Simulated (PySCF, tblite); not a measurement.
# C₂H₇F₂Ge₂ radical: geometry, infrared bands and EPR parameters

Wanted: the infrared bands and EPR parameters of C₂H₇F₂Ge₂ radical (`FC[C]([GeH3])[GeH2][F]`), by calculation.

Programs: tblite 0.8.0 and PySCF 2.14.0, with density-fitted response routines of our own. Each step states its level of theory. These are calculated values for one molecule in the gas phase, unless marked as measured. Atoms count from 0, in the outputs and in this text.

### 1 The molecule as given

13 atoms, charge 0, multiplicity 2; geometry from: force field or distance geometry start.

Bonds of the start (Å): F0–C1 1.37, C1–C2 1.53, C2–Ge3 1.97, C2–Ge4 1.94, Ge4–F5 1.76, C1–H6 1.11, C1–H7 1.10, Ge3–H8 1.55, Ge3–H9 1.53, Ge3–H10 1.55, Ge4–H11 1.54, Ge4–H12 1.55.

### 2 Optimising the geometry with GFN2-xTB

The job: settings as JSON, then the geometry in Å.

```
{"job": {"kind": "relax", "xc": "GFN2-xTB", "basis": "xTB"}, "charge": 0, "multiplicity": 2}
F     -2.006000    -1.518300    -0.678900
C     -0.650000    -1.322900    -0.649700
C     -0.276800    -0.362300     0.483100
Ge    -1.053400     1.412100     0.141100
Ge     1.648300    -0.196000     0.655700
F      2.315800     0.423200    -0.854700
H     -0.160300    -2.305900    -0.457700
H     -0.293800    -0.930700    -1.616200
H     -0.666500     2.353300     1.313100
H     -0.497600     1.964700    -1.178100
H     -2.598600     1.289100     0.055900
H      1.979800     0.778900     1.806400
H      2.254600    -1.584800     0.962300
```

The run is started by

```
$ OMP_NUM_THREADS=1 python probes_run.py task.json out
```

One launch serves the whole session: the jobs run in the order shown.

What it wrote:

```text
step      E/eV     max force
  0    -574.22031    2.088
  1    -574.35829    1.370
  2    -574.47750    1.073
  3    -574.51798    0.637
  4    -574.55370    0.438
  5    -574.56723    0.422
  6    -574.58998    0.419
  7    -574.60599    0.458
  8    -574.62535    0.461
  9    -574.63675    0.392
 10    -574.64463    0.238
 11    -574.65040    0.230
 12    -574.65790    0.390
 13    -574.66857    0.516
 14    -574.68370    0.550
 15    -574.70240    0.438
 16    -574.72112    0.368
 17    -574.73461    0.319
 18    -574.74441    0.305
 19    -574.75362    0.254
 20    -574.75987    0.184
 21    -574.76414    0.138
 22    -574.76790    0.144
 23    -574.77229    0.208
 24    -574.77798    0.267
 25    -574.78388    0.216
 26    -574.78781    0.114
 27    -574.78982    0.109
 28    -574.79145    0.137
 29    -574.79283    0.137
 30    -574.79367    0.135
 31    -574.79446    0.091
 32    -574.79547    0.095
 33    -574.79684    0.136
 34    -574.79872    0.157
 35    -574.80030    0.111
 36    -574.80132    0.097
 37    -574.80218    0.112
 38    -574.80344    0.105
 39    -574.80512    0.121
 40    -574.80684    0.114
 41    -574.80831    0.129
 42    -574.80964    0.111
 43    -574.81093    0.109
 44    -574.81217    0.087
 45    -574.81326    0.086
 46    -574.81425    0.081
 47    -574.81529    0.094
 48    -574.81648    0.099
 49    -574.81796    0.131
 50    -574.81998    0.164
 51    -574.82287    0.184
 52    -574.82653    0.243
 53    -574.83157    0.201
 54    -574.83640    0.174
 55    -574.83870    0.139
 56    -574.84064    0.130
 57    -574.84353    0.158
 58    -574.84832    0.165
 59    -574.85335    0.165
 60    -574.85605    0.145
 61    -574.85742    0.150
 62    -574.85861    0.120
 63    -574.85958    0.083
 64    -574.86163    0.087
 65    -574.86258    0.075
 66    -574.86356    0.060
 67    -574.86409    0.063
 68    -574.86457    0.062
 69    -574.86508    0.055
 70    -574.86572    0.062
 71    -574.86639    0.066
 72    -574.86690    0.046
 73    -574.86723    0.045
 74    -574.86749    0.048
 75    -574.86783    0.059
 76    -574.86843    0.094
 77    -574.86954    0.127
 78    -574.87123    0.134
 79    -574.87300    0.109
 80    -574.87420    0.092
 81    -574.87497    0.088
 82    -574.87597    0.108
 83    -574.87779    0.141
 84    -574.88010    0.145
 85    -574.88177    0.102
 86    -574.88281    0.078
 87    -574.88352    0.053
 88    -574.88397    0.053
 89    -574.88462    0.053
 90    -574.88541    0.072
 91    -574.88615    0.079
 92    -574.88687    0.084
 93    -574.88749    0.054
 94    -574.88779    0.031
 95    -574.88790    0.025
 96    -574.88798    0.023
 97    -574.88806    0.017
 98    -574.88812    0.016
 99    -574.88816    0.018
100    -574.88820    0.016
101    -574.88825    0.015
102    -574.88831    0.016
103    -574.88837    0.015
104    -574.88844    0.016
105    -574.88852    0.019
106    -574.88860    0.019
107    -574.88866    0.016
108    -574.88869    0.013
109    -574.88872    0.013
110    -574.88876    0.018
111    -574.88885    0.027
112    -574.88898    0.032
113    -574.88911    0.024
114    -574.88918    0.018
115    -574.88921    0.017
116    -574.88924    0.019
117    -574.88931    0.022
118    -574.88943    0.026
119    -574.88956    0.024
120    -574.88962    0.014
121    -574.88964    0.012
122    -574.88966    0.011
123    -574.88969    0.015
124    -574.88973    0.022
125    -574.88979    0.025
126    -574.88985    0.018
127    -574.88989    0.011
128    -574.88991    0.011
129    -574.88992    0.011
130    -574.88993    0.011
131    -574.88995    0.012
132    -574.88999    0.014
133    -574.89005    0.022
134    -574.89016    0.032
135    -574.89032    0.037
136    -574.89049    0.037
137    -574.89064    0.039
138    -574.89072    0.029
139    -574.89080    0.015
140    -574.89083    0.007
```

It took 0.83 s on 1 thread of Arm Neoverse V1, shared host.

Relaxation path: (not every step is listed)

```csv
step,energy from step 0 (eV),largest force (eV/Å)
0,0.0000,2.0876
1,-0.1380,1.3698
2,-0.2572,1.0726
3,-0.2977,0.6365
4,-0.3334,0.4381
5,-0.3469,0.4219
6,-0.3697,0.4186
7,-0.3857,0.4581
8,-0.4050,0.4610
20,-0.5396,0.1841
32,-0.5752,0.0954
44,-0.5919,0.0874
56,-0.6203,0.1297
68,-0.6443,0.0620
80,-0.6539,0.0920
92,-0.6666,0.0836
104,-0.6681,0.0156
116,-0.6689,0.0190
128,-0.6696,0.0110
135,-0.6700,0.0366
136,-0.6702,0.0373
137,-0.6703,0.0385
138,-0.6704,0.0287
139,-0.6705,0.0151
140,-0.6705,0.0073
```

Distances of close pairs at the start and the end, largest changes first:

```csv
bond,before (Å),after (Å),change (Å)
C1–C2,1.531,1.472,-0.060
Ge3–H10,1.552,1.495,-0.057
Ge3–H8,1.552,1.495,-0.057
Ge4–H11,1.544,1.501,-0.043
Ge3–H9,1.534,1.493,-0.041
C2–Ge3,1.967,1.927,-0.040
Ge4–H12,1.546,1.510,-0.036
C2–Ge4,1.940,1.919,-0.021
```

The end geometry stands in the next job.

### 3 Harmonic vibrations with GFN2-xTB

The job: settings as JSON, then the geometry in Å.

```
{"job": {"kind": "ir", "xc": "GFN2-xTB", "basis": "xTB"}, "charge": 0, "multiplicity": 2}
F     -1.768107    -0.822667    -1.349592
C     -0.478680    -1.106108    -0.937023
C     -0.017113    -0.054465    -0.016462
Ge    -1.291994     1.354111     0.307586
Ge     1.735135    -0.209552     0.750600
F      2.728289    -0.864076    -0.548422
H     -0.506787    -2.103458    -0.474481
H      0.141273    -1.173212    -1.842904
H     -0.681557     2.345640     1.245419
H     -1.661546     2.026932    -0.972969
H     -2.536105     0.790701     0.915586
H      2.400268     1.089410     1.101030
H      1.932537    -1.272769     1.803905
```

What it wrote:

```text
mode    cm-1     km/mol
  1      26.0      3.77
  2      77.6      5.71
  3      97.2      3.23
  4     128.1      7.88
  5     141.7      5.63
  6     159.9      3.98
  7     207.9     10.50
  8     314.0     26.36
  9     422.5     64.79
 10     452.6     40.46
 11     465.7    107.23
 12     506.7    136.91
 13     547.4     61.23
 14     566.0     15.90
 15     659.6    136.25
 16     756.1    404.22
 17     784.4    143.63
 18     824.9    106.89
 19     830.7    116.66
 20     874.9      2.75
 21     884.6     17.07
 22     986.2    109.77
 23    1145.6      2.26
 24    1153.4     23.89
 25    1275.0      5.90
 26    1397.9     21.71
 27    1893.0    297.66
 28    1975.5    340.39
 29    1989.4    114.44
 30    2053.8    377.07
 31    2074.3    416.01
 32    2844.5      9.88
 33    2874.7     12.03
```

Run time: 0.41 s. Hardware: 1 thread of Arm Neoverse V1, shared host.

The strongest bands and the atoms that carry them (share of the mass-weighted mode):

```csv
cm⁻¹,km/mol,atoms
507,136.9,"H9 39 %, H10 32 %, H8 11 %"
660,136.2,"H12 60 %, H11 34 %"
756,404.2,"H8 28 %, H10 25 %, H9 24 %, H11 10 %"
784,143.6,"H11 40 %, H12 38 %"
1893,297.7,H12 89 %
1976,340.4,H11 88 %
2054,377.1,"H10 51 %, H9 43 %"
2074,416.0,"H8 62 %, H9 29 %"
```

### 4 EPR parameters: B3LYP/def2-TZVP-core+pcH-1

Settings changed since step 3:

```diff
@@ -1,2 +1,2 @@
-{"job": {"kind": "ir", "xc": "GFN2-xTB", "basis": "xTB"}, "charge": 0, "multiplicity": 2}
+{"job": {"kind": "epr", "basis": "pcH-1"}, "charge": 0, "multiplicity": 2}
 F     -1.768107    -0.822667    -1.349592
```

Method: UKS B3LYP, def2-TZVP-core on Ge, pcH-1 on C F H, non-relativistic, mean-field spin-orbit, GIAO.

What it wrote:

```text
UKS, coarse grid
  cycle   1  E = -4434.00600307  |g| = 1.94e+00
  cycle   2  E = -4433.67605431  |g| = 1.63e+00
  cycle   3  E = -4434.09320829  |g| = 7.06e-01
  cycle   4  E = -4434.21260984  |g| = 1.77e-01
  cycle   5  E = -4434.21839152  |g| = 4.26e-02
  cycle   6  E = -4434.21889838  |g| = 1.18e-02
  cycle   7  E = -4434.21895411  |g| = 2.95e-03
  cycle   8  E = -4434.21895524  |g| = 7.21e-04
UKS, final grid
  cycle   1  E = -4434.21893474  |g| = 7.66e-04
  cycle   2  E = -4434.21893445  |g| = 1.14e-03
  cycle   3  E = -4434.21893498  |g| = 8.62e-05
  cycle   4  E = -4434.21893498  |g| = 6.46e-05
  cycle   5  E = -4434.21893498  |g| = 1.37e-05
E = -4434.21893498 Eh   <S^2> = 0.7542 (exact 0.7500)
g shifts (ppm)      1          2          3
  rmc          -139       -139       -139
  gc             36         -8         22
  oz_so       -3643       -200        826
  total       -3746       -346        709
hyperfine (MHz)  atom isotope    a_iso     a_fc   dipolar eigenvalues
    0   19F     -12.94     -12.88     -7.76     -1.74      9.50
    1   13C     -33.45     -33.45     -2.82      1.13      1.69
    2   13C      87.44      87.80    -72.89    -71.11    144.00
    3  73Ge      18.70      19.01     -0.98     -0.43      1.41
    4  73Ge      18.79      19.03     -1.78     -0.16      1.95
    5   19F      28.71      28.82    -18.75    -16.90     35.65
    6    1H     118.59     118.60     -5.08     -3.27      8.35
    7    1H     120.83     120.84     -5.49     -3.31      8.80
    8    1H      -3.48      -3.47     -2.88     -2.44      5.32
    9    1H      67.24      67.25     -2.57     -2.20      4.77
   10    1H      63.46      63.46     -2.53     -2.24      4.77
   11    1H       8.56       8.56     -3.04     -2.09      5.13
   12    1H      48.71      48.71     -2.76     -1.74      4.50
```

It took 7.5 min on 1 thread of Arm Neoverse V1, shared host; peak memory 1.1 GiB.

Principal g values 1.99857, 2.00197, 2.00303; g(iso) = 2.00119, against 2.00232 for a free electron.

Hyperfine couplings; where a row names several nuclei, a(iso) is their mean (it holds for fast rotation or exchange) and the dipolar term the largest among them:

| nuclei | isotope | a(iso) (MHz) | a(iso) (G, at g = 2.0023) | largest dipolar term (MHz) |
| --- | --- | --- | --- | --- |
| H6, H7 | 1H | 119.7 | 42.7 | 8.8 |
| C2 | 13C | 87.4 | 31.2 | 144.0 |
| H8, H9, H10 | 1H | 42.4 | 15.1 | 5.3 |
| C1 | 13C | -33.4 | -11.9 | -2.8 |
| F5 | 19F | 28.7 | 10.2 | 35.6 |
| H11, H12 | 1H | 28.6 | 10.2 | 5.1 |
| Ge4 | 73Ge | 18.8 | 6.7 | 1.9 |
| Ge3 | 73Ge | 18.7 | 6.7 | 1.4 |
| F0 | 19F | -12.9 | -4.6 | 9.5 |

Mulliken spin populations:

F0 0.00; C1 -0.08; C2 0.93; Ge3 -0.04; Ge4 0.00; F5 0.01; H6 0.05; H7 0.05; H8 0.00; H9 0.04; H10 0.03; H11 0.00; H12 0.03

In first order the couplings over 0.8 MHz of 1H, 19F give 144 distinct lines over 166.1 G, if the averaged nuclei exchange fast; the same motion can average rows kept apart here too.

Orbitals, density, ELF and potential are computed afterwards from the orbital file.

ELF in a plane through or near 6 of the atoms.

Ten even steps from '0' (0.00) to '9' (1.00):
```
0000000000000000000000000000
0000000000000000000000000000
0000000000000001354200000000
0000001588610019999950000000
0000014999940049999971000000
0000015999971039999950000000
0000014899851017987631000000
0000001212222122146222100000
0000001173626776176523100000
0000012135359339522132100000
0000234421277126511111000000
0000144420025895101000000000
0000012200013124588620000000
0000000000035526737720000000
0000000000024633688620000000
0000000000001100365300000000
0000000000000000011000000000
0000000000000000000000000000
0000000000000000000000000000
0000000000000000000000000000
```
The map spans 10.7 Å across and 9.9 Å up, centred on the molecule. Atoms in the plane (x, y in Å): F0 (1.4, -1.9), C1 (0.1, -1.5), C2 (0.0, -0.1), Ge3 (1.7, 0.9), Ge4 (-1.8, 0.7), H8 (1.4, 2.4).

On the surface of density 0.002 e/bohr³ the electrostatic potential runs, from the 1st to the 99th percentile, from -1.27 V near F5 to 1.68 V near Ge4.

The spin density lies nearest to C2 71 %.

### 5 Outcome

| quantity | value |
| --- | --- |
| strongest single infrared mode (GFN2-xTB) | 2074 cm⁻¹, 416 km/mol |
| zero-point energy (GFN2-xTB) | 44.9 kcal/mol |
| g(iso) (B3LYP) | 2.00119 |
| ⟨S²⟩ | 0.754 (exact 0.75) |
| largest a(iso) (averaged by class) | 1H on H6, H7, 119.7 MHz |
| potential on the surface of density 0.002 e/bohr³, 1st and 99th percentile | -1.27 V and 1.68 V |

Relaxing lowered the energy by 0.671 eV in 140 steps; the close pair that moved most is C1–C2, from 1.531 to 1.472 Å. All 33 modes are real, so the xTB geometry is a minimum. The strongest single mode, at 2074 cm⁻¹, moves mainly H8. GFN2-xTB is a fitted tight-binding method: band positions and strengths are rough. Its intensities can rank the bands wrongly. C2 carries the largest spin population, 0.93 e. The isotropic g lies 1.1 ppt below the free-electron value. The hyperfine terms hold no scalar relativity, which the heavier nuclei need. These values are for one conformer; the search (at its own cheap level) found 2 more, at 0.00, 1.61 kcal/mol (those within 0.05 may be mirror or relabelled copies), and measured spectra average over such forms.
